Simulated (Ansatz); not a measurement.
# CHGeP (triplet): the correlation ladder, cc-pVDZ

One table from this session's results is given with a row withheld; the runs are named, their logs left out.

The runs use Ansatz 0.2.0, Gaussian basis; cc-pVDZ, core rule «outside noble gas», up to 20 orbitals frozen.

The runs, in order: UHF; CCSD(T) on ROHF; CCSD(T) on UHF; BCCD(T) on ROHF; CISD as a restricted active space (open shells left free, so some higher excitations enter); CCSDT(Q) on ROHF; CCSDT(Q) on UHF.

4 further runs of the same task are left out: 4 set aside as unsound or not needed. Runs told in other sessions of the task aren't counted.

### The geometry

The geometry is a PBE0/def2-TZVP stationary point (not a proven minimum) of the parent state, kept for this charge and spin. No spin-orbit coupling is included. The filled d shell of Ge may be among the frozen orbitals whatever the setting's name suggests.

4 atoms, charge 0, spin multiplicity 3.

Atoms are counted from 1 here; the program's logs count them from 0.

Bond lengths: Ge1–C2 1.781 Å, C2–P3 1.638 Å, P3–H4 1.442 Å. Angles: Ge1–C2–P3 169.9°, C2–P3–H4 100.5°.

The first run:

Contents of in.yaml:

```yaml
crystal:
  periodic: [false, false, false]
  atoms:
    - {symbol: Ge, position_ang: [0.000025, -0.311263, 2.256076]}
    - {symbol: C, position_ang: [-0.000208, -0.218751, 0.477203]}
    - {symbol: P, position_ang: [0.000039, -0.421831, -1.147945]}
    - {symbol: H, position_ang: [0.000144, 0.951846, -1.585334]}
basis:
  gaussian: {orbitals: cc-pVDZ}
magnetization: {spin_polarized: true, initial_magnetization: 2}
hamiltonian: {xc: hf}
output: {orbitals: {seedname: orbitals}}
```

Run with:

```bash
$ ansatz run in.yaml --threads 1 --pin off --events-out ev --progress --plain --max-ram 4096MiB --backend cpu
```

Among the steps run: UHF; CCSD(T) on ROHF; CCSD(T) on UHF; BCCD(T) on ROHF; CISD as a restricted active space (open shells left free, so some higher excitations enter); CCSDT(Q) on ROHF; CCSDT(Q) on UHF.

One table of the session follows, with a row left open; its other results are not shown here.

It belongs to the step «Misses and costs». 

| method | from RCCSDT(Q) (meV) |
| --- | --- |
| ROHF | +9576.8 |
| UHF | +9177.5 |
| RMP2 | +1550.6 |
| UMP2 | +1791.5 |
| RCCSD | +538.0 |
| UCCSD | +517.2 |
| RCCSD(T) | +92.8 |
| UCCSD(T) | +98.5 |
| BCCD(T) | ? |
| RCCSDT | +41.8 |
| UCCSDT | +36.9 |
| RCCSDT(Q) | 0 |
| UCCSDT(Q) | -7.3 |

Estimate the missing values for BCCD(T).

**Answer.** from RCCSDT(Q) (meV): +86.9. In the column «from RCCSDT(Q) (meV)» it lies between RCCSDT (+41.8) and RCCSD(T) (+92.8).

Not comparable, so not listed: CISD as a restricted active space (open shells left free, so some higher excitations enter) (they don't share determinant, frozen orbitals or solution with the rows shown, or repeat one).

Caveats from the session: Restricted and unrestricted rows rest on different reference determinants; a gap between their highest levels can come from leftover correlation error, from unlike frozen cores or from another state.
